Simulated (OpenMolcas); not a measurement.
# V⁺: CASSCF terms and fine-structure levels

Wanted: the level scheme of V⁺ from active-space wave functions.

Method: state-averaged CASSCF, spin-orbit coupling by RASSI with atomic mean-field integrals. Code: OpenMolcas 26.06.

## 1. Starting point

```
Species                           : V⁺ (vanadium, Z = 23, 22 electrons)
Basis                             : ANO-RCC-MB [4s3p1d], 18 functions
Scalar Hamiltonian                : DKH3, point nucleus
Inactive shells                   : 1s 2s 2p 3s 3p
Active space                      : 4 electrons in 6 orbitals (3d 4s)
Some configurations of this space : 3d2 4s2, 3d3 4s, 3d4
Orbitals                          : optimised for the ground-state spin in each parity, averaged over the low roots
```

The outer shells:

3d2 4s2
```
3d [↑ ][↑ ][  ][  ][  ]
4s [↑↓]
```

3d3 4s
```
3d [↑ ][↑ ][↑ ][  ][  ]
4s [↑ ]
```

3d4
```
3d [↑ ][↑ ][↑ ][↑ ][  ]
```

Each step is its own input file, run in one work folder so that later steps find the files of earlier ones. Labels, J, g values, rates, χT and fits are worked out afterwards by a script from the matrices that RASSI stores.

## 2. One- and two-electron integrals

File a.inp:

```
&GATEWAY
Coord
1

V 0.0 0.0 0.0
Basis=ANO-RCC-MB
Group=XYZ
NoMove
AngMom=0.0 0.0 0.0
AMFI
&SEWARD
Relativistic=R03O02
```

Run with:

```bash
$ OMP_NUM_THREADS=1 MOLCAS_MEM=2252 MOLCAS_PROJECT=a pymolcas a.inp > a.log
```

## 3. Reference wave functions, quintets of even parity, 15 roots

File a.inp:

```
&RASSCF
FileOrb=start.orb
Symmetry=1
Spin=5
nActEl=4 0 0
Inactive=3 6
Ras2=6 0
CIRoot=15 15 1
SDav=15
CIMx=300
Iter=120 100
PrWF=0.3
OrbListing=Nothing
MaxOrb=0
Atom
>>> COPY $Project.JobIph JOB001
```

start.orb holds the contracted functions of the basis, ordered by shell, or the orbitals of the step before.

## 4. CASSCF: triplets of even parity, 105 roots

File a.inp:

```
&RASSCF
FileOrb=start.orb
Symmetry=1
Spin=3
nActEl=4 0 0
Inactive=3 6
Ras2=6 0
CIRoot=105 105 1
SDav=105
CIMx=300
Iter=120 100
PrWF=0.3
OrbListing=Nothing
MaxOrb=0
Atom
CIOnly
>>> COPY $Project.JobIph JOB002
```

## 5. CASSCF: singlets of even parity, 105 roots

a.inp: that of step 4 with these lines changed.

```diff
@@ -3,3 +3,3 @@
 Symmetry=1
-Spin=3
+Spin=1
 nActEl=4 0 0
@@ -16,2 +16,2 @@
 CIOnly
->>> COPY $Project.JobIph JOB002
+>>> COPY $Project.JobIph JOB003
```

## 6. RASSI: spin-orbit coupling between the states

File a.inp:

```
&RASSI
NrOfJobIphs=3 15 80 63
1 2 3 4 5 6 7 8 9 10 11 12 13 14 15
1 2 3 4 5 6 7 8 9 10 11 12 13 14 15 16 17 18 19 20 21 22 23 24 25 26 27
28 29 30 31 32 33 34 35 36 37 38 39 40 41 42 43 44 45 46 47 48 49 50 51
52 53 54 55 56 57 58 59 60 61 62 63 64 65 66 67 68 69 70 71 72 73 74 75
76 77 78 79 80
1 2 3 4 5 6 7 8 9 10 11 12 13 14 15 16 17 18 19 20 21 22 23 24 25 26 27
28 29 30 31 32 33 34 35 36 37 38 39 40 41 42 43 44 45 46 47 48 49 50 51
52 53 54 55 56 57 58 59 60 61 62 63
IphNames
JOB001
JOB002
JOB003
EJob
SpinOrbit
DIPRint=1.0
SOCoupling=1000.0
Subsets=2
MEES
Property=10
'ANGMOM' 1 'ANGMOM' 2 'ANGMOM' 3 'MLTPL  1' 1 'MLTPL  1' 2 'MLTPL  1' 3
'AMFI' 1 'AMFI' 2 'AMFI' 3 'MLTPL  2' 6
SOProperty=3
'ANGMOM' 1 'ANGMOM' 2 'ANGMOM' 3
```

(Steps that only read results are left out.)

Before running it: what results should come out? Wanted: lowest level; first excited level; lowest level of another term; spin-orbit lowering of the lowest level; strongest of the lines computed, by gA.

As calculated:

| quantity | value |
| --- | --- |
| method | CASSCF |
| lowest level | 3d4 5D0, 100 % of that term |
| ground level listed by NIST | 5D0 |
| first excited level | 3d4 5D1 at 0.0050 eV |
| lowest level of another term | 3d3 4s 5F1 at 0.8017 eV |
| spin-orbit lowering of the lowest level | 0.0295 eV |
| strongest of the lines computed, by gA (one parity, so forbidden lines), at CASSCF energies | 3d3 4s 5P3 → 3d4 5D4, 521.5 nm, A = 1.13e+00 s⁻¹ |

What this shows: The multiplet 5D is regular; its intervals divided by the larger J differ by 5 % of their mean, where Landé's rule for pure LS coupling makes them equal. The computed levels miss the measured ones by 2800 cm⁻¹ on average. Only the configurations of the active space and the roots asked for are present. The triplets, singlets rest on orbitals optimised for another spin in at least one step, which raises them against the optimised states. Not all states of the active space went into the spin-orbit step. Configurations with different d counts are hard to place against each other, and can be off by thousands to tens of thousands of cm-1. Levels of other configurations are missing from the list.
